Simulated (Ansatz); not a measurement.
# interstitial Cu in Si: hop to the nearest equivalent void

How high is the barrier for the hop to the nearest equivalent void? Relax the two ends, then run a nudged elastic band between them. The host cell (diamond) has 16 atoms, cell charge +1; the extra atom is the last.

Method: DFT PBE, plane waves, PAW, scalar-relativistic, no spin polarisation, in Ansatz 0.2.0.

**1. The system as given**

The cell holds 17 atoms (CuSi16): a = 7.679 Å, b = 7.679 Å, c = 7.679 Å, α = 60.00°, β = 60.00°, γ = 60.00°.

Its coordinates follow in the input file.

**2. Relaxing end A**

input.yaml reads:

```yaml
crystal:
  lattice:
    - [0.0, 5.43, 5.43]
    - [5.43, 0.0, 5.43]
    - [5.43, 5.43, 0.0]
  atoms:
    - { symbol: Si, position: [0.0, 0.0, 0.0] }
    - { symbol: Si, position: [0.125, 0.125, 0.125] }
    - { symbol: Si, position: [0.0, 0.0, 0.5] }
    - { symbol: Si, position: [0.125, 0.125, 0.625] }
    - { symbol: Si, position: [0.0, 0.5, 0.0] }
    - { symbol: Si, position: [0.125, 0.625, 0.125] }
    - { symbol: Si, position: [0.0, 0.5, 0.5] }
    - { symbol: Si, position: [0.125, 0.625, 0.625] }
    - { symbol: Si, position: [0.5, 0.0, 0.0] }
    - { symbol: Si, position: [0.625, 0.125, 0.125] }
    - { symbol: Si, position: [0.5, 0.0, 0.5] }
    - { symbol: Si, position: [0.625, 0.125, 0.625] }
    - { symbol: Si, position: [0.5, 0.5, 0.0] }
    - { symbol: Si, position: [0.625, 0.625, 0.125] }
    - { symbol: Si, position: [0.5, 0.5, 0.5] }
    - { symbol: Si, position: [0.625, 0.625, 0.625] }
    - { symbol: Cu, position: [0.5583753, 0.8145239, 0.8117189] }
total_charge: 1
basis:
  ecutwfc: 420.0
kpoints:
  mp_grid: { grid: [2, 2, 2] }
hamiltonian:
  xc: pbe
  pseudopotentials: { kind: paw, azcp: { folder: soft_1 } }
scf:
  occupations: { method: gaussian, width: 0.02 }
  lower_state_search: "off"
relax:
  f_tol: 0.03
  max_steps: 60
  adjacent_minimum: "off"
```

Run with:

```
> ansatz run input.yaml --threads 1 --pin off --max-ram 3072MiB --backend cpu --events-out ev --progress --plain --runs-dir out
```

Output (excerpt; [...] marks lines left out):

```text
Warning: RAYON_NUM_THREADS=1 ignored (pool sized by the plan → 1); use --threads N
[...]
Pseudopotentials: kind: paw
Pseudopotential: Si, paw, valence charge 4, recommended cutoff 420 eV (normal), <dir>
Pseudopotential: Cu, paw, valence charge 19, recommended cutoff 420 eV (normal), <dir>
Functional definition: PBE
[...]
Crystal: 17 atoms, lattice volume = 320.206 Å³
Basis set: ecut = 420 eV, 6231 PW (Γ), exchange–correlation on 108×108×108 points (8 copies of the dense FFT grid, shifted against one another)
Bands: 58, of which v1, the nominal top of the filled ones, is band 41 counted from 1 (40 counted from 0)
Symmetry: 1 space group operations
Space group: P1 (ITA 1), of the structure as read, at distance tolerance 6.8e-5 Å
k-points: 8
[...]
SCF iter   1: F=—  HF=-16803.995612 eV  |F-HF|=—  |Δ(HF+E_count)|=         —  Δρ=5.01e-2  dr2=9.41e0  ethr=3.10e-3  ⟨swp⟩=9.1  Hψ=2547  notcnv=0  defer=34
[...]
relax step   1: F+E_penalty+E_count = -16801.90392375 eV  Δ(F+E_penalty+E_count) = +0.000e0 eV  max|allowed force component| = 1.842e0 eV/Å  Δτ_max = 0.0000 Å  (8 SCF iters, dr2 threshold 2.25e-5 eV, accepted)
[...]
relax step   3: F+E_penalty+E_count = -16802.50305423 eV  Δ(F+E_penalty+E_count) = -1.237e-1 eV  max|allowed force component| = 6.746e-2 eV/Å  Δτ_max = 0.1001 Å  (5 SCF iters, dr2 threshold 3.51e-5 eV, accepted)
[...]
relax step   5: F+E_penalty+E_count = -16802.50729779 eV  Δ(F+E_penalty+E_count) = -3.054e-4 eV  max|allowed force component| = 7.579e-2 eV/Å  Δτ_max = 0.0143 Å  (7 SCF iters, accepted)
[...]
relax step   7: F+E_penalty+E_count = -16801.83755196 eV  Δ(F+E_penalty+E_count) = +6.724e-1 eV  max|allowed force component| = 1.835e0 eV/Å  Δτ_max = 0.1990 Å  (6 SCF iters, dr2 threshold 4.23e-6 eV, rejected (line search))
[...]
relax step   9: F+E_penalty+E_count = -16802.51490766 eV  Δ(F+E_penalty+E_count) = -4.919e-3 eV  max|allowed force component| = 3.866e-2 eV/Å  Δτ_max = 0.0159 Å  (7 SCF iters, accepted)
[...]
relax step  10: F+E_penalty+E_count = -16802.50894501 eV  Δ(F+E_penalty+E_count) = +5.963e-3 eV  max|allowed force component| = 9.490e-2 eV/Å  Δτ_max = 0.0409 Å  (7 SCF iters, rejected (line search))
```

**3. The log goes on: end point A relaxed**

Output, continued (excerpt; [...] marks lines left out):

```text
[...]
relax step  11: F+E_penalty+E_count = -16802.51666223 eV  Δ(F+E_penalty+E_count) = -1.755e-3 eV  max|allowed force component| = 1.930e-2 eV/Å  Δτ_max = 0.0200 Å  (7 SCF iters, accepted)
[...]
relax step  14: F+E_penalty+E_count = -16802.52592247 eV  Δ(F+E_penalty+E_count) = -4.943e-3 eV  max|allowed force component| = 5.477e-2 eV/Å  Δτ_max = 0.0637 Å  (6 SCF iters, dr2 threshold 1.95e-6 eV, accepted)
[...]
relax step  17: F+E_penalty+E_count = -16802.55766149 eV  Δ(F+E_penalty+E_count) = -1.728e-2 eV  max|allowed force component| = 5.858e-2 eV/Å  Δτ_max = 0.1959 Å  (7 SCF iters, dr2 threshold 2.90e-6 eV, accepted)
[...]
relax step  20: F+E_penalty+E_count = -16802.56151504 eV  Δ(F+E_penalty+E_count) = -1.319e-3 eV  max|allowed force component| = 4.801e-2 eV/Å  Δτ_max = 0.0407 Å  (6 SCF iters, dr2 threshold 4.32e-6 eV, accepted)
[...]
    - { symbol: Si, position: [-0.0020668948449062974, 0.503164090801755, 0.4970810945522288] }
    - { symbol: Si, position: [0.10991489211706157, 0.6316575639551534, 0.6290478274421717] }
    - { symbol: Si, position: [0.5066973737220285, 0.007566132978964024, 0.002333728660422807] }
    - { symbol: Si, position: [0.667735892100566, 0.10121995302418768, 0.11539236272322922] }
    - { symbol: Si, position: [0.5067498824815624, 0.007475666571668593, 0.4832669233214586] }
    - { symbol: Si, position: [0.6236221459362534, 0.13671096105461206, 0.6196749502650051] }
    - { symbol: Si, position: [0.5123880663631453, 0.4726045799565541, 0.007443781512804615] }
    - { symbol: Si, position: [0.6258531155880083, 0.6175297096982739, 0.13271655392497983] }
    - { symbol: Si, position: [0.481023677461934, 0.5108580377930625, 0.5039713448285204] }
    - { symbol: Si, position: [0.625854008531489, 0.6175046070307297, 0.6236848892881117] }
    - { symbol: Cu, position: [0.4635605750153087, 0.8392721060712209, 0.8484978119234282] }
```

It took 49 s on 1 thread of AMD EPYC 9R45 (Zen 5), shared host; peak memory 0.62 GiB.

The steps of the relaxation:

```csv
step,energy from step 1 (eV/cell),largest force component (eV/Å)
1,0.0000,1.8417
2,-0.4755,0.7495
3,-0.5991,0.0675
4,-0.6031,0.0176
5,-0.6034,0.0758
6,-0.6061,0.0702
7x,0.0664,1.8348
8x,-0.5922,0.3067
9,-0.6110,0.0387
10x,-0.6050,0.0949
11,-0.6127,0.0193
12,-0.6142,0.0321
13,-0.6171,0.0442
14,-0.6220,0.0548
15,-0.6289,0.0593
16,-0.6365,0.0565
17,-0.6537,0.0586
18x,-0.6216,0.3102
19,-0.6563,0.0657
20,-0.6576,0.0480
21,-0.6587,0.0179
22,-0.6587,0.0179
23,-0.6588,0.0081
```

Step 1 is the start. Step 22 solves the same geometry again. 4 steps were tried and not accepted (marked x).

Largest move: Cu17, 0.60 Å.

**4. End point B**

The second end starts from a geometry with the move made by hand.

Changes to input.yaml since step 2:

```diff
@@ -22,3 +22,3 @@
     - { symbol: Si, position: [0.625, 0.625, 0.625] }
-    - { symbol: Cu, position: [0.5583753, 0.8145239, 0.8117189] }
+    - { symbol: Cu, position: [0.30052947, 1.0687003, 0.80874674] }
 total_charge: 1
```

Run with:

```
> ansatz run input.yaml --threads 1 --pin off --max-ram 3072MiB --backend cpu --events-out ev --progress --plain --runs-dir out
```

Output (excerpt; [...] marks lines left out):

```text
Warning: RAYON_NUM_THREADS=1 ignored (pool sized by the plan → 1); use --threads N
[...]
[... 4 set-up lines as earlier in the session ...]
[...]
Crystal: 17 atoms, lattice volume = 320.206 Å³
Basis set: ecut = 420 eV, 6231 PW (Γ), exchange–correlation on 108×108×108 points (8 copies of the dense FFT grid, shifted against one another)
Bands: 58, of which v1, the nominal top of the filled ones, is band 41 counted from 1 (40 counted from 0)
[... 2 set-up lines as earlier in the session ...]
k-points: 8
[...]
SCF iter   1: F=—  HF=-16803.951597 eV  |F-HF|=—  |Δ(HF+E_count)|=         —  Δρ=5.02e-2  dr2=9.43e0  ethr=3.10e-3  ⟨swp⟩=9.1  Hψ=2467  notcnv=0  defer=40
[...]
relax step   5: F+E_penalty+E_count = -16802.50751260 eV  Δ(F+E_penalty+E_count) = -7.427e-4 eV  max|allowed force component| = 3.068e-2 eV/Å  Δτ_max = 0.0112 Å  (7 SCF iters, accepted)
[...]
relax step   7: F+E_penalty+E_count = -16802.50806438 eV  Δ(F+E_penalty+E_count) = -5.518e-4 eV  max|allowed force component| = 3.001e-2 eV/Å  Δτ_max = 0.0066 Å  (6 SCF iters, accepted)
[...]
relax step   9: F+E_penalty+E_count = -16802.50901280 eV  Δ(F+E_penalty+E_count) = -9.484e-4 eV  max|allowed force component| = 5.788e-2 eV/Å  Δτ_max = 0.0071 Å  (6 SCF iters, accepted)
[...]
relax step  10: F+E_penalty+E_count = -16802.51185227 eV  Δ(F+E_penalty+E_count) = -2.839e-3 eV  max|allowed force component| = 8.821e-2 eV/Å  Δτ_max = 0.0108 Å  (5 SCF iters, dr2 threshold 3.21e-6 eV, accepted)
[...]
relax step  11: F+E_penalty+E_count = -16802.51489894 eV  Δ(F+E_penalty+E_count) = -3.047e-3 eV  max|allowed force component| = 6.267e-2 eV/Å  Δτ_max = 0.0095 Å  (5 SCF iters, dr2 threshold 7.78e-6 eV, accepted)
```

**5. The log goes on: end point B relaxed**

Output, continued:

```text
preconditioner: auto → Resta (q_TF=auto, 2.174 Å⁻¹)  ε∞=6.2  [insulator: Δε(μ)=0.161 eV  Ē_g=7.829 eV  σ=0.020 eV  W_gap=1.00  n_scr=58 (ndim 8)  ℏωp=17.9 eV  f_vac=0.000  D(μ)=0.00/eV (n_scr^D=0)  ε∞_Penn≈6.2]
relax step  12: F+E_penalty+E_count = -16802.51762468 eV  Δ(F+E_penalty+E_count) = -2.726e-3 eV  max|allowed force component| = 4.268e-2 eV/Å  Δτ_max = 0.0318 Å  (5 SCF iters, dr2 threshold 1.98e-6 eV, accepted)
preconditioner: auto → Resta (q_TF=auto, 2.174 Å⁻¹)  ε∞=6.2  [insulator: Δε(μ)=0.191 eV  Ē_g=7.828 eV  σ=0.020 eV  W_gap=1.00  n_scr=58 (ndim 8)  ℏωp=17.9 eV  f_vac=0.000  D(μ)=0.00/eV (n_scr^D=0)  ε∞_Penn≈6.2]
relax step  13: F+E_penalty+E_count = -16802.52067063 eV  Δ(F+E_penalty+E_count) = -3.046e-3 eV  max|allowed force component| = 5.114e-2 eV/Å  Δτ_max = 0.0419 Å  (7 SCF iters, accepted)
preconditioner: auto → Resta (q_TF=auto, 2.174 Å⁻¹)  ε∞=6.2  [insulator: Δε(μ)=0.185 eV  Ē_g=7.817 eV  σ=0.020 eV  W_gap=1.00  n_scr=58 (ndim 8)  ℏωp=17.9 eV  f_vac=0.000  D(μ)=0.00/eV (n_scr^D=0)  ε∞_Penn≈6.2]
relax step  14: F+E_penalty+E_count = -16802.53476316 eV  Δ(F+E_penalty+E_count) = -1.409e-2 eV  max|allowed force component| = 1.067e-1 eV/Å  Δτ_max = 0.1952 Å  (7 SCF iters, dr2 threshold 1.21e-6 eV, accepted)
preconditioner: auto → Resta (q_TF=auto, 2.174 Å⁻¹)  ε∞=6.2  [insulator: Δε(μ)=0.133 eV  Ē_g=7.815 eV  σ=0.020 eV  W_gap=1.00  n_scr=58 (ndim 8)  ℏωp=17.9 eV  f_vac=0.000  D(μ)=0.00/eV (n_scr^D=0)  ε∞_Penn≈6.2]
relax step  15: F+E_penalty+E_count = -16802.54868776 eV  Δ(F+E_penalty+E_count) = -1.392e-2 eV  max|allowed force component| = 1.331e-1 eV/Å  Δτ_max = 0.1927 Å  (6 SCF iters, dr2 threshold 1.14e-5 eV, accepted)
preconditioner: auto → Resta (q_TF=auto, 2.174 Å⁻¹)  ε∞=6.2  [insulator: Δε(μ)=0.093 eV  Ē_g=7.815 eV  σ=0.020 eV  W_gap=1.00  n_scr=58 (ndim 8)  ℏωp=17.9 eV  f_vac=0.000  D(μ)=0.06/eV (n_scr^D=0)  ε∞_Penn≈6.2]
relax step  16: F+E_penalty+E_count = -16802.55799917 eV  Δ(F+E_penalty+E_count) = -9.311e-3 eV  max|allowed force component| = 5.947e-2 eV/Å  Δτ_max = 0.0663 Å  (6 SCF iters, dr2 threshold 1.77e-5 eV, accepted)
preconditioner: auto → Resta (q_TF=auto, 2.174 Å⁻¹)  ε∞=6.2  [insulator: Δε(μ)=0.108 eV  Ē_g=7.814 eV  σ=0.020 eV  W_gap=1.00  n_scr=58 (ndim 8)  ℏωp=17.9 eV  f_vac=0.000  D(μ)=0.01/eV (n_scr^D=0)  ε∞_Penn≈6.2]
relax step  17: F+E_penalty+E_count = -16802.56008181 eV  Δ(F+E_penalty+E_count) = -2.083e-3 eV  max|allowed force component| = 4.265e-2 eV/Å  Δτ_max = 0.0269 Å  (6 SCF iters, accepted)
preconditioner: auto → Resta (q_TF=auto, 2.174 Å⁻¹)  ε∞=6.2  [insulator: Δε(μ)=0.097 eV  Ē_g=7.813 eV  σ=0.020 eV  W_gap=1.00  n_scr=58 (ndim 8)  ℏωp=17.9 eV  f_vac=0.000  D(μ)=0.04/eV (n_scr^D=0)  ε∞_Penn≈6.2]
relax step  18: F+E_penalty+E_count = -16802.56061368 eV  Δ(F+E_penalty+E_count) = -5.319e-4 eV  max|allowed force component| = 2.000e-2 eV/Å  Δτ_max = 0.0122 Å  (6 SCF iters, accepted)
preconditioner: auto → Resta (q_TF=auto, 2.174 Å⁻¹)  ε∞=6.2  [insulator: Δε(μ)=0.104 eV  Ē_g=7.812 eV  σ=0.020 eV  W_gap=1.00  n_scr=58 (ndim 8)  ℏωp=17.9 eV  f_vac=0.000  D(μ)=0.02/eV (n_scr^D=0)  ε∞_Penn≈6.2]
relax step  19: F+E_penalty+E_count = -16802.56115562 eV  Δ(F+E_penalty+E_count) = -5.419e-4 eV  max|allowed force component| = 2.480e-2 eV/Å  Δτ_max = 0.0109 Å  (6 SCF iters, accepted)
preconditioner: auto → Resta (q_TF=auto, 2.174 Å⁻¹)  ε∞=6.2  [insulator: Δε(μ)=0.335 eV  Ē_g=7.807 eV  σ=0.020 eV  W_gap=1.00  n_scr=58 (ndim 8)  ℏωp=17.9 eV  f_vac=0.000  D(μ)=0.00/eV (n_scr^D=0)  ε∞_Penn≈6.2]
relax step  20: F+E_penalty+E_count = -16802.43719920 eV  Δ(F+E_penalty+E_count) = +1.240e-1 eV  max|allowed force component| = 5.719e-1 eV/Å  Δτ_max = 0.1951 Å  (8 SCF iters, rejected (line search))
preconditioner: auto → Resta (q_TF=auto, 2.174 Å⁻¹)  ε∞=6.2  [insulator: Δε(μ)=0.108 eV  Ē_g=7.802 eV  σ=0.020 eV  W_gap=1.00  n_scr=58 (ndim 8)  ℏωp=17.9 eV  f_vac=0.000  D(μ)=0.01/eV (n_scr^D=0)  ε∞_Penn≈6.2]
relax step  21: F+E_penalty+E_count = -16802.56192433 eV  Δ(F+E_penalty+E_count) = -7.687e-4 eV  max|allowed force component| = 2.259e-2 eV/Å  Δτ_max = 0.0101 Å  (8 SCF iters, accepted)
preconditioner: auto → Resta (q_TF=auto, 2.174 Å⁻¹)  ε∞=6.2  [insulator: Δε(μ)=0.226 eV  Ē_g=7.810 eV  σ=0.020 eV  W_gap=1.00  n_scr=58 (ndim 8)  ℏωp=17.9 eV  f_vac=0.000  D(μ)=0.00/eV (n_scr^D=0)  ε∞_Penn≈6.2]
relax step  22: F+E_penalty+E_count = -16802.56032198 eV  Δ(F+E_penalty+E_count) = +1.602e-3 eV  max|allowed force component| = 6.687e-2 eV/Å  Δτ_max = 0.0477 Å  (7 SCF iters, rejected (line search))
preconditioner: auto → Resta (q_TF=auto, 2.174 Å⁻¹)  ε∞=6.2  [insulator: Δε(μ)=0.140 eV  Ē_g=7.808 eV  σ=0.020 eV  W_gap=1.00  n_scr=58 (ndim 8)  ℏωp=17.9 eV  f_vac=0.000  D(μ)=0.00/eV (n_scr^D=0)  ε∞_Penn≈6.2]
relax step  23: F+E_penalty+E_count = -16802.56260821 eV  Δ(F+E_penalty+E_count) = -6.839e-4 eV  max|allowed force component| = 1.094e-2 eV/Å  Δτ_max = 0.0154 Å  (6 SCF iters, accepted)
preconditioner: auto → Resta (q_TF=auto, 2.174 Å⁻¹)  ε∞=6.2  [insulator: Δε(μ)=0.162 eV  Ē_g=7.808 eV  σ=0.020 eV  W_gap=1.00  n_scr=58 (ndim 8)  ℏωp=17.9 eV  f_vac=0.000  D(μ)=0.00/eV (n_scr^D=0)  ε∞_Penn≈6.2]
relax step  24: F+E_penalty+E_count = -16802.56267225 eV  Δ(F+E_penalty+E_count) = -6.404e-5 eV  max|allowed force component| = 8.754e-3 eV/Å  Δτ_max = 0.0099 Å  (6 SCF iters, accepted)
Free energy (F): -16802.562672 eV
[...]
Harris-Foulkes:  -16802.562672 eV  (|F-HF|=3.48e-9)
Internal energy: -16802.562672 eV  (E = F + TS)
E sigma→0 (E₀):  -16802.562672 eV
Fermi energy:    7.122066 eV
--- Per-component energies (eV) ---
  E_band       = -447.048888
  E_kinetic    = 910.383441
  E_local      = -8301.179013  (includes V_loc(G=0)·N_el)
  E_nonlocal   = 1251.941375
  E_hartree    = 3652.011649
  E_xc         = -964.734269
  E_vxc        = -843.607407  (∫ρ·V_xc dr)
  E_paw        = -10001.338657  (= ΣΔE_a)
  E_vpaw       = -768.613349  (= ΣTr[D̂ρ^β])
  E_aug_tail   = 0.001516  (compensation charges beyond the density's cutoff)
  E_ewald      = -3349.648716
  E_smearing   = -0.000000  (= −TS)
  E_closure    = 0.000000  (closes the sum)
  E_deformation_potential = 13.381798  (in the stress; not in F)
  Σ components = -16802.562672   (vs F -16802.562672, Δ=0.00e0)
--- Forces (eV/Å), atoms counted from 1 ---
  atom   1  Si     0.00210966     0.00620290    -0.00230409
  atom   2  Si    -0.00222669    -0.00875343    -0.00414252
  atom   3  Si    -0.00020987     0.00488439     0.00374442
  atom   4  Si     0.00501570    -0.00252558    -0.00059952
  atom   5  Si     0.00142907     0.00264027     0.00332260
  atom   6  Si    -0.00208927    -0.00127463    -0.00074673
  atom   7  Si     0.00056407     0.00009461     0.00367730
  atom   8  Si    -0.00252604    -0.00249504    -0.00706211
  atom   9  Si    -0.00038154     0.00683263     0.00356725
  atom  10  Si     0.00253559    -0.00672737    -0.00210461
  atom  11  Si    -0.00718810     0.00608353     0.00613831
  atom  12  Si    -0.00039886    -0.00685743    -0.00450244
  atom  13  Si    -0.00084372     0.00193017     0.00192118
  atom  14  Si     0.00047128    -0.00278855    -0.00331790
  atom  15  Si     0.00001865     0.00303694     0.00408036
  atom  16  Si     0.00045120    -0.00183043    -0.00530787
  atom  17  Cu     0.00327086     0.00155486     0.00364559
  max |Σ_I F_I| component: 9.22e-6 eV/Å
--- Relaxed structure (24 steps of the walk, 20 accepted, 0 SCFs on fresh bases) ---
  F+E_penalty+E_count = -16802.56267225 eV   max|allowed force component| = 8.754e-3 eV/Å
  atoms:
    - { symbol: Si, position: [-0.008237992468385687, -0.0008608282032192337, 0.0008718720742580317] }
    - { symbol: Si, position: [0.12206473513048986, 0.11842855092183889, 0.14141683115548292] }
    - { symbol: Si, position: [0.008357974036628135, -0.04246511636108513, 0.5092143172895045] }
    - { symbol: Si, position: [0.11683257376362402, 0.11245504538428755, 0.6171792885835411] }
    - { symbol: Si, position: [-0.002063424417946935, 0.492386409545448, 0.013109080635221315] }
    - { symbol: Si, position: [0.12288458457295326, 0.6270790199451853, 0.12773432234350168] }
    - { symbol: Si, position: [-0.00028394203873152724, 0.48688299271983815, 0.5002010328104881] }
    - { symbol: Si, position: [0.13897044514047135, 0.5858946096689528, 0.6393247581185926] }
    - { symbol: Si, position: [0.5044043827985124, 0.0015900150867605989, 0.005037755560601487] }
    - { symbol: Si, position: [0.6205872446248706, 0.14379394965560324, 0.12084571641937586] }
    - { symbol: Si, position: [0.5002945036341232, -0.000686759177421753, 0.49213255741529516] }
    - { symbol: Si, position: [0.6406574881969159, 0.1186095359101389, 0.622537485713454] }
    - { symbol: Si, position: [0.49536381522327216, 0.514956597846965, -0.004206045537320513] }
    - { symbol: Si, position: [0.6254066145805242, 0.62897294280136, 0.1257168924180383] }
    - { symbol: Si, position: [0.5126445438255764, 0.4925487940431191, 0.4983165925523225] }
    - { symbol: Si, position: [0.6273052503489548, 0.6272371299613014, 0.6232506539147123] }
    - { symbol: Cu, position: [0.27534067304814835, 1.1618774102509275, 0.7760636285329312] }
```

Run time: 47 s. Hardware: 1 thread of AMD EPYC 9R45 (Zen 5), shared host; peak memory 0.6 GiB.

The steps of the relaxation:

```csv
step,energy from step 1 (eV/cell),largest force component (eV/Å)
1,0.0000,2.3453
2,-0.5082,0.9772
3,-0.6489,0.2115
4,-0.6577,0.0316
5,-0.6585,0.0307
6x,-0.6575,0.0807
7,-0.6590,0.0300
8x,-0.6585,0.0623
9,-0.6600,0.0579
10,-0.6628,0.0882
11,-0.6658,0.0627
12,-0.6686,0.0427
13,-0.6716,0.0511
14,-0.6857,0.1067
15,-0.6996,0.1331
16,-0.7089,0.0595
17,-0.7110,0.0427
18,-0.7116,0.0200
19,-0.7121,0.0248
20x,-0.5881,0.5719
21,-0.7129,0.0226
22x,-0.7113,0.0669
23,-0.7136,0.0109
24,-0.7136,0.0088
```

Step 1 is the start. 4 steps were tried and not accepted (marked x).

The atom that moved most is Cu17, by 0.59 Å.

(Part 1 of 2 ends here.)
